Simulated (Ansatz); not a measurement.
# AlClF2: the cost of one run

Method: RKS B3LYP/def2-SVP, in Ansatz 0.2.0.

## Step 1: Starting point

Bond lengths: Al1–Cl2 2.230 Å, Al1–F3 1.690 Å, Al1–F4 1.690 Å. Angles: Cl2–Al1–F3 120.0°, Cl2–Al1–F4 120.0°, F3–Al1–F4 120.0°.

Coordinates:

```xyz
4

Al    0.0000    0.0000    0.0000
Cl    0.0000    0.0000    2.2300
F     1.4635    0.0000   -0.8450
F    -1.4635    0.0000   -0.8450
```

## Step 2: Preparing the start

Contents of input.yaml:

```yaml
crystal:
  periodic: [false, false, false]
  atoms:
    - { symbol: Al, position_ang: [0.0, 0.0, 0.0] }
    - { symbol: Cl, position_ang: [0.0, 0.0, 2.23] }
    - { symbol: F, position_ang: [1.4635, 0.0, -0.845] }
    - { symbol: F, position_ang: [-1.4635, 0.0, -0.845] }
basis:
  gaussian: { orbitals: def2-SVP }
hamiltonian:
  xc: b3lyp
relax:
  f_tol: 0.02
  max_steps: 40
output:
  orbitals: {}
```

Launch:

```console
$ ansatz run input.yaml --threads 1 --pin off --max-ram 2048MiB --backend cpu --events-out ev --progress --plain --runs-dir out
```

Q: Estimate wall time and peak memory on 1 thread of AMD EPYC 7B13 (Zen 3), shared host.

About 8.1 s, with a peak of 0.14 GiB.
